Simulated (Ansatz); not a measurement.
# CH₅NSn: how energies converge with the basis set

How large a basis does CH₅NSn need? Two functionals are run in growing sets.

Computed with Ansatz 0.2.0, Gaussian basis. Level: one geometry, several basis sets.

The runs, in order: PBE0-D4/def2-SVP; ωB97M-V/def2-SVP; PBE0-D4/def2-QZVPP; ωB97M-V/def2-QZVPP; the functionals' def2-TZVPP values are taken from earlier runs.

**1. The geometry**

An earlier PBE0-D4 in a triple-zeta def2 set relaxation fixed the geometry. Sn takes the def2 core potential; no spin-orbit term is included.

SMILES `[CH3][Sn][NH2]`, 8 atoms, charge 0, spin multiplicity 1.

Atoms are counted from 1 here; the program's logs count them from 0.

Bond lengths: C1–Sn2 2.193 Å, C1–H4 1.093 Å, C1–H5 1.091 Å, C1–H6 1.094 Å, Sn2–N3 2.015 Å, N3–H7 1.008 Å, N3–H8 1.009 Å. Angles: Sn2–C1–H4 110.2°, Sn2–C1–H5 111.9°, Sn2–C1–H6 109.4°, H4–C1–H5 108.8°, H4–C1–H6 108.1°, H5–C1–H6 108.4°, C1–Sn2–N3 92.8°, Sn2–N3–H7 123.7°, Sn2–N3–H8 124.9°, H7–N3–H8 111.4°.

**2. PBE0-D4 in def2-SVP**

The input, in.yaml:

```yaml
crystal:
  periodic: [false, false, false]
  atoms:
    - {symbol: C, position_ang: [-0.740281, 0.930417, -0.609666]}
    - {symbol: Sn, position_ang: [1.321551, 0.707535, 0.102295]}
    - {symbol: N, position_ang: [0.999382, -1.173010, 0.749372]}
    - {symbol: H, position_ang: [-1.016172, 0.080539, -1.239985]}
    - {symbol: H, position_ang: [-0.877360, 1.850757, -1.179764]}
    - {symbol: H, position_ang: [-1.419788, 0.951739, 0.247915]}
    - {symbol: H, position_ang: [1.702356, -1.738306, 1.198486]}
    - {symbol: H, position_ang: [0.122510, -1.666770, 0.675648]}
basis:
  gaussian: {orbitals: def2-SVP}
hamiltonian: {xc: pbe0, dispersion: d4}
output: {orbitals: {seedname: orbitals}}
```

The runs that follow: ωB97M-V in def2-SVP; PBE0-D4 in def2-QZVPP; ωB97M-V in def2-QZVPP.

Before running them: what should the planned runs give, taken together? Wanted: PBE0-D4: double and triple zeta above quadruple; ωB97M-V: double and triple zeta above quadruple.

The runs gave:

```
                                       quantity          value
PBE0-D4: double and triple zeta above quadruple  3.64, 0.22 eV
ωB97M-V: double and triple zeta above quadruple  3.82, 0.21 eV
```

**Reading.** PBE0-D4 gains 3.42 eV from double to triple zeta, then 0.22 eV more. These are total energies; as a rule much of such shifts cancels in differences, which this series doesn't test.
